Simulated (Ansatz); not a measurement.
# K2LiAlH6: the cost of one run

Method: DFT r2SCAN, scalar-relativistic, plane waves, PAW, in Ansatz 0.2.0.

1 further run of the same task is left out (set aside as unsound or not needed).

## Step 1: Starting point

It takes space group Fm-3m (No. 225, cubic). The conventional cell has a = 7.775 Å, b = 7.775 Å, c = 7.775 Å, α = 90.00°, β = 90.00°, γ = 90.00°. K (site symmetry -43m) has 12 H at 2.75 Å as nearest neighbours. Around Li (site symmetry m-3m) lie 6 H at 2.11 Å. Around Al (site symmetry m-3m) lie 6 H at 1.77 Å. H (site symmetry 4mm) is surrounded by 1 Al at 1.77 Å and 1 Li at 2.11 Å.

As a file:

```
K Li Al H
1.0
     0.00000    3.88769    3.88769
     3.88769    0.00000    3.88769
     3.88769    3.88769    0.00000
K Li Al H
2 1 1 6
Direct
  0.75000 0.75000 0.75000
  0.25000 0.25000 0.25000
  0.50000 0.50000 0.50000
  0.00000 0.00000 0.00000
  0.77181 0.22819 0.22819
  0.77181 0.22819 0.77181
  0.22819 0.77181 0.77181
  0.22819 0.77181 0.22819
  0.22819 0.22819 0.77181
  0.77181 0.77181 0.22819
```

It goes back to an entry of the Materials Project, which need not be the stable form.

It is the result of an earlier relaxation at this level (volume 11.75 Å³/atom; gap on the mesh: 3.08 eV).

## Step 2: Electronic structure at the relaxed geometry

The input, input.yaml:

```yaml
crystal:
  lattice:
    - [0.0, 3.8876900075, 3.8876900075]
    - [3.8876900075, 0.0, 3.8876900075]
    - [3.8876900075, 3.8876900075, 0.0]
  atoms:
    - { symbol: K, position: [0.75, 0.75, 0.75] }
    - { symbol: K, position: [0.25, 0.25, 0.25] }
    - { symbol: Li, position: [0.5, 0.5, 0.5] }
    - { symbol: Al, position: [0.0, 0.0, 0.0] }
    - { symbol: H, position: [0.7718052974, 0.2281947026, 0.2281947026] }
    - { symbol: H, position: [0.7718052974, 0.2281947026, 0.7718052974] }
    - { symbol: H, position: [0.2281947026, 0.7718052974, 0.7718052974] }
    - { symbol: H, position: [0.2281947026, 0.7718052974, 0.2281947026] }
    - { symbol: H, position: [0.2281947026, 0.2281947026, 0.7718052974] }
    - { symbol: H, position: [0.7718052974, 0.7718052974, 0.2281947026] }
basis:
  ecutwfc: 500
kpoints:
  mp_grid: { grid: [6, 6, 6] }
  band_path:
    path:
      - [[0.0, 0.0, 0.0], [0.5, 0.0, 0.5], [0.625, 0.25, 0.625]]
      - [[0.375, 0.375, 0.75], [0.0, 0.0, 0.0], [0.5, 0.5, 0.5], [0.5, 0.25, 0.75], [0.5, 0.0, 0.5]]
    npoints: 14
hamiltonian:
  xc: r2scan
scf:
  occupations: { method: gaussian, width: 0.02 }
  n_extra_bands: 25
output:
  forces: true
  stress: true
  eigenvalues: true
  populations: true
  dos: { projected: true, de: 0.02, nscf_kmesh: { grid: [9, 9, 9] } }
  bader: true
  write_density: true
  write_potential: true
  elf: true
  volumetric_format: npy
```

Launch:

```bash
$ ansatz run input.yaml --threads 2 --pin off --max-ram 5120MiB --backend cpu --events-out ev --progress --plain --runs-dir out
```

**Question.** How long does this run take on 2 threads of Intel Xeon Platinum 8259CL at 2.50GHz (Skylake/Cascade Lake), shared host, and how much memory does it need?

About 80 s, with a peak of 0.86 GiB.
